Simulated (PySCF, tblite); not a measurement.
**CH₆O₄P₂Si (triplet), a small gas-phase stand-in for a defect centre: EPR parameters**

What EPR parameters should one expect for `O=P(O)(O)O[C]P[SiH3]`? It is drawn as: twofold C.

Programs: tblite 0.8.0 and PySCF 2.14.0. All values are calculated, for the isolated system unless a continuum is named. Atoms count from 0, parts from 1.

### 1 The system as given

14 atoms, charge 0, multiplicity 3; geometry: distance geometry start.

### 2 Geometry optimisation with GFN2-xTB

Job settings and geometry (Å):

```
{"job": {"kind": "relax", "xc": "GFN2-xTB", "basis": "xTB"}, "charge": 0, "multiplicity": 3}
C      0.128314     1.095099    -0.576902
P      1.623165     1.861301     0.186669
Si     2.542418     0.037131     1.095760
O     -0.925352     0.570429    -1.137695
P     -1.722645    -0.589988    -0.312363
O     -0.959092    -1.811286     0.057722
O     -2.949491    -0.994283    -1.241163
O     -2.464984     0.105339     0.898689
H      2.429480     1.921169    -0.957619
H      3.899162     0.426753     1.562804
H      2.681109    -1.007697     0.077931
H      1.714453    -0.412825     2.247505
H     -2.834532    -1.900123    -1.591554
H     -3.131259     0.735014     0.537850
```

With the program's defaults for keys left out, this is: GFN2-xTB geometry optimisation, gas phase.

On the command line:

```bash
> OMP_NUM_THREADS=1 python cluster_run.py task.json out
```

This one command runs all jobs of the session in turn.

Log:

```text
step      E/eV     max force
  0    -767.38154    4.574
  1    -767.75125    2.090
  2    -767.87878    1.879
  3    -767.96953    0.961
  4    -768.00355    0.921
  5    -768.08120    1.248
  6    -768.20032    1.536
  7    -768.26685    1.433
  8    -768.40075    1.041
  9    -768.43461    0.759
 10    -768.46977    0.488
 11    -768.48144    0.534
 12    -768.49119    0.309
 13    -768.51342    0.253
 14    -768.52171    0.283
 15    -768.53036    0.200
 16    -768.53328    0.131
 17    -768.53609    0.170
 18    -768.53861    0.151
 19    -768.54134    0.180
 20    -768.54381    0.163
 21    -768.54619    0.128
 22    -768.54869    0.130
 23    -768.55140    0.184
 24    -768.55402    0.253
 25    -768.55654    0.253
 26    -768.55917    0.194
 27    -768.56219    0.215
 28    -768.56560    0.186
 29    -768.56882    0.165
 30    -768.57137    0.131
 31    -768.57322    0.130
 32    -768.57355    0.280
 33    -768.57585    0.128
 34    -768.57724    0.127
 35    -768.57978    0.109
 36    -768.58115    0.097
 37    -768.58280    0.176
 38    -768.58448    0.169
 39    -768.58591    0.102
 40    -768.58681    0.101
 41    -768.58788    0.083
 42    -768.58885    0.098
 43    -768.58973    0.164
 44    -768.59056    0.112
 45    -768.59179    0.107
 46    -768.59426    0.106
 47    -768.59582    0.129
 48    -768.59706    0.118
 49    -768.59810    0.094
 50    -768.59975    0.118
 51    -768.60228    0.174
 52    -768.60553    0.196
 53    -768.60828    0.339
 54    -768.61186    0.176
 55    -768.61500    0.158
 56    -768.61850    0.188
 57    -768.62293    0.164
 58    -768.62757    0.200
 59    -768.63084    0.255
 60    -768.63251    0.139
 61    -768.63454    0.106
 62    -768.63641    0.076
 63    -768.63827    0.105
 64    -768.63988    0.111
 65    -768.64139    0.090
 66    -768.64244    0.082
 67    -768.64357    0.076
 68    -768.64509    0.084
 69    -768.64642    0.158
 70    -768.64772    0.092
 71    -768.64922    0.135
 72    -768.65215    0.147
 73    -768.65479    0.120
 74    -768.65669    0.093
 75    -768.65766    0.067
 76    -768.65828    0.065
 77    -768.65913    0.074
 78    -768.66056    0.101
 79    -768.66232    0.107
 80    -768.66358    0.101
 81    -768.66425    0.059
 82    -768.66466    0.059
 83    -768.66500    0.071
 84    -768.66541    0.078
 85    -768.66623    0.094
 86    -768.66690    0.124
 87    -768.66774    0.068
 88    -768.66867    0.059
 89    -768.66929    0.073
 90    -768.67014    0.075
 91    -768.67135    0.090
 92    -768.67287    0.103
 93    -768.67458    0.124
 94    -768.67640    0.122
 95    -768.67855    0.166
 96    -768.68054    0.133
 97    -768.68267    0.169
 98    -768.68481    0.214
 99    -768.68712    0.200
100    -768.68887    0.119
101    -768.69011    0.124
102    -768.69088    0.066
103    -768.69184    0.095
104    -768.69250    0.068
105    -768.69303    0.059
106    -768.69338    0.042
107    -768.69365    0.051
108    -768.69398    0.056
109    -768.69437    0.049
110    -768.69476    0.070
111    -768.69519    0.066
112    -768.69571    0.080
113    -768.69619    0.071
114    -768.69654    0.043
115    -768.69674    0.028
116    -768.69687    0.026
117    -768.69702    0.042
118    -768.69722    0.052
119    -768.69749    0.049
120    -768.69778    0.042
121    -768.69801    0.037
122    -768.69821    0.042
123    -768.69844    0.046
124    -768.69877    0.050
125    -768.69916    0.060
126    -768.69955    0.061
127    -768.69996    0.043
128    -768.70043    0.058
129    -768.70095    0.053
130    -768.70135    0.048
131    -768.70154    0.060
132    -768.70165    0.035
133    -768.70175    0.029
134    -768.70192    0.038
135    -768.70211    0.043
136    -768.70223    0.027
137    -768.70233    0.023
138    -768.70240    0.021
139    -768.70247    0.026
140    -768.70254    0.033
141    -768.70265    0.033
142    -768.70282    0.033
143    -768.70308    0.038
144    -768.70336    0.039
145    -768.70368    0.049
146    -768.70405    0.059
147    -768.70454    0.089
148    -768.70477    0.072
149    -768.70500    0.038
150    -768.70519    0.026
151    -768.70535    0.047
152    -768.70545    0.034
153    -768.70563    0.033
154    -768.70578    0.034
155    -768.70596    0.040
156    -768.70611    0.029
157    -768.70622    0.033
158    -768.70628    0.022
159    -768.70635    0.016
160    -768.70641    0.017
161    -768.70647    0.016
162    -768.70652    0.020
163    -768.70657    0.019
164    -768.70661    0.014
165    -768.70665    0.017
166    -768.70669    0.016
167    -768.70673    0.015
168    -768.70678    0.018
169    -768.70684    0.028
170    -768.70695    0.039
171    -768.70716    0.067
172    -768.70737    0.080
173    -768.70767    0.038
174    -768.70797    0.045
175    -768.70806    0.022
176    -768.70820    0.025
177    -768.70838    0.029
178    -768.70855    0.028
179    -768.70875    0.032
180    -768.70888    0.031
181    -768.70896    0.022
182    -768.70901    0.017
183    -768.70905    0.015
184    -768.70908    0.010
185    -768.70910    0.014
186    -768.70913    0.018
187    -768.70916    0.015
188    -768.70918    0.012
189    -768.70919    0.008
190    -768.70920    0.006
```

Run time: 5.8 s. Hardware: 1 thread of Arm Neoverse V2, shared host.

Along the way:

| step | energy from step 0 (eV) | largest force (eV/Å) |
| --- | --- | --- |
| 0 | 0.0000 | 4.5740 |
| 7 | -0.8853 | 1.4330 |
| 14 | -1.1402 | 0.2829 |
| 21 | -1.1647 | 0.1283 |
| 28 | -1.1841 | 0.1858 |
| 35 | -1.1982 | 0.1093 |
| 42 | -1.2073 | 0.0982 |
| 49 | -1.2166 | 0.0942 |
| 56 | -1.2370 | 0.1878 |
| 63 | -1.2567 | 0.1049 |
| 70 | -1.2662 | 0.0917 |
| 77 | -1.2776 | 0.0745 |
| 84 | -1.2839 | 0.0779 |
| 91 | -1.2898 | 0.0896 |
| 98 | -1.3033 | 0.2131 |
| 105 | -1.3115 | 0.0590 |
| 112 | -1.3142 | 0.0800 |
| 119 | -1.3160 | 0.0484 |
| 126 | -1.3180 | 0.0612 |
| 133 | -1.3202 | 0.0297 |
| 140 | -1.3210 | 0.0337 |
| 147 | -1.3230 | 0.0886 |
| 154 | -1.3242 | 0.0345 |
| 161 | -1.3249 | 0.0162 |
| 168 | -1.3252 | 0.0181 |
| 175 | -1.3265 | 0.0222 |
| 182 | -1.3275 | 0.0164 |
| 189 | -1.3277 | 0.0081 |
| 190 | -1.3277 | 0.0055 |

Close pairs (by a distance rule), those that changed most:

| bond | before (Å) | after (Å) | change (Å) |
| --- | --- | --- | --- |
| C0–P1 | 1.845 | 1.713 | -0.132 |
| P1–Si2 | 2.236 | 2.285 | +0.049 |
| C0–O3 | 1.304 | 1.353 | +0.049 |
| Si2–H11 | 1.488 | 1.457 | -0.031 |
| P4–O5 | 1.487 | 1.459 | -0.028 |
| O7–H13 | 0.985 | 0.959 | -0.027 |
| O3–P4 | 1.632 | 1.609 | -0.023 |
| O6–H12 | 0.978 | 0.956 | -0.022 |

### 3 Geometry optimisation at PBE0-D3(BJ)/def2-SVP

Job settings and geometry (Å):

```
{"job": {"xc": "PBE0", "basis": "def2-SVP", "d3": "d3bj", "grid": 2, "kind": "geom", "shake": 0.01}, "charge": 0, "multiplicity": 3}
C      0.278496     1.084240    -1.226346
P      0.877755     1.392966     0.335709
Si     2.274670    -0.331715     0.827187
O     -0.839835     0.424289    -1.512633
P     -1.487414    -0.392077    -0.269152
O     -0.495147    -1.140485     0.490952
O     -2.625692    -1.227078    -0.957744
O     -2.267970     0.675774     0.592295
H      1.815946     2.374608     0.005273
H      3.614600     0.272993     1.061700
H      2.371782    -1.277257    -0.266798
H      1.815680    -0.922250     2.081594
H     -2.345250    -2.066604    -1.262736
H     -2.994097     1.117988     0.115108
```

Log:

```text
step   0  E = -1313.45810261  max force = 0.039035
step   1  E = -1313.46665316  max force = 0.022230
step   2  E = -1313.46963953  max force = 0.009415
step   3  E = -1313.47065626  max force = 0.003164
step   4  E = -1313.47103356  max force = 0.002409
step   5  E = -1313.47113446  max force = 0.004867
step   6  E = -1313.47166335  max force = 0.004296
step   7  E = -1313.47248910  max force = 0.006773
step   8  E = -1313.47303699  max force = 0.005130
step   9  E = -1313.47358563  max force = 0.002060
step  10  E = -1313.47408940  max force = 0.004107
step  11  E = -1313.47370508  max force = 0.006509
step  12  E = -1313.47427573  max force = 0.003493
step  13  E = -1313.47457977  max force = 0.002605
step  14  E = -1313.47474049  max force = 0.001387
step  15  E = -1313.47485357  max force = 0.000772
step  16  E = -1313.47489534  max force = 0.000850
step  17  E = -1313.47493406  max force = 0.000558
step  18  E = -1313.47496238  max force = 0.000630
step  19  E = -1313.47498560  max force = 0.000756
step  20  E = -1313.47500600  max force = 0.000552
step  21  E = -1313.47501490  max force = 0.000263
optimisation converged
```

Wall time 8.8 min (1 thread of Arm Neoverse V2, shared host); peak memory 0.81 GiB.

Step by step: (the energy doesn't fall at every step)

| step | energy from step 0 (eV) | largest force component (eV/Å) |
| --- | --- | --- |
| 0 | 0.0000 | 2.0073 |
| 1 | -0.2327 | 1.1431 |
| 2 | -0.3139 | 0.4841 |
| 3 | -0.3416 | 0.1627 |
| 4 | -0.3519 | 0.1239 |
| 5 | -0.3546 | 0.2503 |
| 6 | -0.3690 | 0.2209 |
| 7 | -0.3915 | 0.3483 |
| 8 | -0.4064 | 0.2638 |
| 9 | -0.4213 | 0.1059 |
| 10 | -0.4350 | 0.2112 |
| 11 | -0.4246 | 0.3347 |
| 12 | -0.4401 | 0.1796 |
| 13 | -0.4484 | 0.1340 |
| 14 | -0.4527 | 0.0713 |
| 15 | -0.4558 | 0.0397 |
| 16 | -0.4570 | 0.0437 |
| 17 | -0.4580 | 0.0287 |
| 18 | -0.4588 | 0.0324 |
| 19 | -0.4594 | 0.0389 |
| 20 | -0.4600 | 0.0284 |
| 21 | -0.4602 | 0.0135 |

Close pairs (by a distance rule), those that changed most:

| bond | before (Å) | after (Å) | change (Å) |
| --- | --- | --- | --- |
| C0–P1 | 1.701 | 1.792 | +0.091 |
| Si2–H10 | 1.449 | 1.492 | +0.043 |
| P4–O6 | 1.571 | 1.605 | +0.034 |
| O6–H12 | 0.936 | 0.967 | +0.030 |
| P1–H8 | 1.398 | 1.425 | +0.028 |
| O3–P4 | 1.622 | 1.648 | +0.026 |
| Si2–H11 | 1.460 | 1.485 | +0.025 |
| P1–Si2 | 2.273 | 2.295 | +0.022 |

The final coordinates are the input of the step that follows.

| at the end point | value |
| --- | --- |
| point group (found at 0.08 Å tolerance) | C1 |
| rotational constants (GHz, main isotopes) | 2.235, 0.735, 0.644 |
| dipole moment (D) | 2.95 |
| ⟨S²⟩ | 2.009 |

### 4 g tensor and hyperfine couplings: B3LYP/IGLO-III+pcH-1

Job settings and geometry (Å):

```
{"job": {"kind": "epr"}, "charge": 0, "multiplicity": 3}
C      0.135049     1.222717    -0.927844
P      1.564784     1.655877     0.061901
Si     2.279322    -0.403289     0.780784
O     -1.142467     1.220892    -0.516908
P     -1.712687    -0.211530     0.066603
O     -0.821826    -0.840590     1.051873
O     -2.039640    -1.059842    -1.255638
O     -3.150748     0.222518     0.574249
H      2.476419     1.728505    -1.031299
H      3.772294    -0.282971     0.837909
H      1.919931    -1.489996    -0.176699
H      1.763519    -0.678717     2.146080
H     -1.321448    -1.667186    -1.478460
H     -3.728975     0.568987    -0.118141
```

With the program's defaults for keys left out, this is: UKS B3LYP, IGLO-III on C O P Si, pcH-1 on H, non-relativistic, mean-field spin-orbit, GIAO.

Log:

```text
UKS, coarse grid
  cycle   1  E = -1314.71908338  |g| = 9.81e-01
  cycle   2  E = -1313.98424049  |g| = 1.70e+00
  cycle   3  E = -1315.00590696  |g| = 2.92e-01
  cycle   4  E = -1315.03511689  |g| = 9.91e-02
  cycle   5  E = -1315.03849879  |g| = 1.96e-02
  cycle   6  E = -1315.03863241  |g| = 1.41e-02
  cycle   7  E = -1315.03871207  |g| = 2.99e-03
  cycle   8  E = -1315.03871878  |g| = 1.58e-03
  cycle   9  E = -1315.03872051  |g| = 6.80e-04
UKS, final grid
  cycle   1  E = -1315.03869993  |g| = 1.13e-03
  cycle   2  E = -1315.03869859  |g| = 2.06e-03
  cycle   3  E = -1315.03870054  |g| = 1.84e-04
  cycle   4  E = -1315.03870056  |g| = 3.64e-05
  cycle   5  E = -1315.03870056  |g| = 2.70e-05
E = -1315.03870056 Eh   <S^2> = 2.0096 (exact 2.0000)
g shifts (ppm)      1          2          3
  rmc          -185       -185       -185
  gc             32        -28         21
  oz_so       -1212        316        843
  total       -1365        102        679
hyperfine (MHz)  atom isotope    a_iso     a_fc   dipolar eigenvalues
    0   13C     258.56     258.70    -67.96     16.71     51.25
    1   31P     -12.69     -12.14    -47.27    -41.48     88.75
    2  29Si     -65.15     -65.26    -12.20      5.77      6.43
    3   17O     -34.09     -34.14    -17.14      0.41     16.73
    4   31P     116.30     116.51     -8.20     -7.06     15.25
    5   17O      -0.27      -0.27     -1.21      0.25      0.96
    6   17O       0.21       0.21     -0.44      0.10      0.35
    7   17O      -1.19      -1.19     -1.01      0.36      0.65
    8    1H      21.71      21.71     -4.47     -2.49      6.96
    9    1H      12.74      12.74     -1.52     -0.81      2.33
   10    1H      -0.01      -0.01     -2.41     -1.20      3.60
   11    1H       1.99       1.99     -1.46     -0.99      2.45
   12    1H       0.39       0.39     -2.13     -1.72      3.85
   13    1H      -0.10      -0.10     -1.46     -1.09      2.55
zero-field splitting (cm-1)  D = 0.6580  E = 0.0384  (spin-spin 0.4981, spin-orbit 0.2174)
```

Run time: 3.7 min. Hardware: 1 thread of Arm Neoverse V2, shared host; peak memory 1.6 GiB.

Principal g values 2.00095, 2.00242, 2.00300; g(iso) = 2.00212, against 2.00232 for a free electron.

Hyperfine couplings, nucleus by nucleus at this fixed geometry (no averaging over rotations):

| nuclei | isotope | a(iso) (MHz) | a(iso) (G, at g = 2.0023) | largest dipolar term (MHz) |
| --- | --- | --- | --- | --- |
| C0 | 13C | 258.6 | 92.3 | -68.0 |
| P4 | 31P | 116.3 | 41.5 | 15.3 |
| Si2 | 29Si | -65.2 | -23.2 | -12.2 |
| O3 | 17O | -34.1 | -12.2 | -17.1 |
| H8 | 1H | 21.7 | 7.7 | 7.0 |
| H9 | 1H | 12.7 | 4.5 | 2.3 |
| P1 | 31P | -12.7 | -4.5 | 88.8 |
| H11 | 1H | 2.0 | 0.7 | 2.4 |
| O7 | 17O | -1.2 | -0.4 | -1.0 |
| H12 | 1H | 0.4 | 0.1 | 3.9 |
| O5 | 17O | -0.3 | -0.1 | -1.2 |
| O6 | 17O | 0.2 | 0.1 | -0.4 |
| H13 | 1H | -0.1 | 0.0 | 2.5 |
| H10 | 1H | 0.0 | 0.0 | 3.6 |

Zero-field splitting: D = 0.658 cm⁻¹ (spin-spin 0.498, spin-orbit 0.217), E = 0.038 cm⁻¹.

Mulliken spin populations:

C0 1.61; P1 0.16; Si2 0.08; O3 0.07; P4 0.03; O5 0.00; O6 0.00; O7 0.00; H8 0.01; H9 0.02; H10 0.00; H11 0.00; H12 0.00; H13 0.00

### 5 g tensor and hyperfine couplings: BHandHLYP/IGLO-III+pcH-1

Same as in step 4 but for these lines:

```diff
@@ -1,2 +1,2 @@
-{"job": {"kind": "epr"}, "charge": 0, "multiplicity": 3}
+{"job": {"kind": "epr", "xc": "BHandHLYP"}, "charge": 0, "multiplicity": 3}
 C      0.135049     1.222717    -0.927844
```

Method: UKS BHandHLYP, IGLO-III on C O P Si, pcH-1 on H, non-relativistic, mean-field spin-orbit, GIAO.

Log:

```text
UKS, coarse grid
  cycle   1  E = -1314.54516373  |g| = 8.32e-01
  cycle   2  E = -1314.44407338  |g| = 1.02e+00
  cycle   3  E = -1314.79182890  |g| = 1.32e-01
  cycle   4  E = -1314.79804054  |g| = 6.07e-02
  cycle   5  E = -1314.79992080  |g| = 1.21e-02
  cycle   6  E = -1314.80017562  |g| = 6.93e-03
  cycle   7  E = -1314.80023064  |g| = 3.41e-03
  cycle   8  E = -1314.80024546  |g| = 1.18e-03
  cycle   9  E = -1314.80024862  |g| = 6.62e-04
UKS, final grid
  cycle   1  E = -1314.80023542  |g| = 6.10e-04
  cycle   2  E = -1314.80023552  |g| = 7.05e-04
  cycle   3  E = -1314.80023574  |g| = 1.21e-04
  cycle   4  E = -1314.80023578  |g| = 9.28e-05
  cycle   5  E = -1314.80023579  |g| = 1.56e-05
  cycle   6  E = -1314.80023579  |g| = 6.99e-06
E = -1314.80023579 Eh   <S^2> = 2.0157 (exact 2.0000)
g shifts (ppm)      1          2          3
  rmc          -184       -184       -184
  gc             32        -29         23
  oz_so       -1069        286        799
  total       -1222         73        637
hyperfine (MHz)  atom isotope    a_iso     a_fc   dipolar eigenvalues
    0   13C     289.65     289.78    -71.42     18.10     53.32
    1   31P     -36.07     -35.65    -48.94    -39.89     88.83
    2  29Si     -60.71     -60.81    -11.54      5.39      6.15
    3   17O     -36.61     -36.66    -16.88      0.39     16.49
    4   31P     103.38     103.56     -7.70     -6.95     14.65
    5   17O      -0.12      -0.12     -0.90      0.09      0.81
    6   17O       0.43       0.43     -0.35      0.05      0.30
    7   17O      -0.97      -0.97     -0.90      0.32      0.58
    8    1H      21.29      21.30     -4.51     -2.71      7.22
    9    1H      11.67      11.67     -1.42     -0.81      2.23
   10    1H      -0.27      -0.28     -2.39     -1.30      3.68
   11    1H       1.68       1.68     -1.40     -1.02      2.42
   12    1H       0.37       0.37     -2.14     -1.84      3.99
   13    1H      -0.17      -0.17     -1.42     -1.12      2.54
zero-field splitting (cm-1)  D = 0.7203  E = 0.0432  (spin-spin 0.5552, spin-orbit 0.2314)
```

Wall time 4.4 min (1 thread of Arm Neoverse V2, shared host); peak memory 1.6 GiB.

In short: g(iso) 2.00215.

### 6 Comparing the runs: EPR parameters

g, ⟨S²⟩ and isotropic hyperfine couplings (MHz), with basis size and wall time:

| run | g(iso) | ⟨S²⟩ | 13C C0 | 31P P4 | 29Si Si2 | 17O O3 | 1H H8 | functions | time |
| --- | --- | --- | --- | --- | --- | --- | --- | --- | --- |
| B3LYP/IGLO-III+pcH-1 | 2.00212 | 2.010 | 258.6 | 116.3 | -65.2 | -34.1 | 21.7 | 367 | 3.7 min |
| BHandHLYP/IGLO-III+pcH-1 | 2.00215 | 2.016 | 289.7 | 103.4 | -60.7 | -36.6 | 21.3 | 367 | 4.4 min |

### 7 Results

```
                            quantity                 value
                         point group                    C1
rotational constants (main isotopes)  2.24, 0.73, 0.64 GHz
                        D, E (B3LYP)     0.658, 0.038 cm⁻¹
                      g(iso) (B3LYP)               2.00212
                                ⟨S²⟩    2.010 (exact 2.00)
                      largest a(iso)  13C on C0, 258.6 MHz
```

The start of the PBE0/def2-SVP relaxation was shaken at random by about 0.01 Å, so part of the energy gained, and of the first lengths quoted, undoes that. Over 21 steps the energy fell by 0.460 eV; of the close pairs, C0–P1 changed most, 1.701 to 1.792 Å (PBE0/def2-SVP). Most of the unpaired spin sits on C0 (1.61 e). The isotropic g lies 0.2 ppt below the free-electron value. The coupling of 13C on C0 runs from 258.6 (B3LYP/IGLO-III+pcH-1) to 289.7 MHz (BHandHLYP/IGLO-III+pcH-1). The triplet was assumed; the singlet may lie lower. A capped cluster stands for the solid here, so long-range fields and strain are missing, and bands or shifts of the capping hydrogens have no counterpart in it.
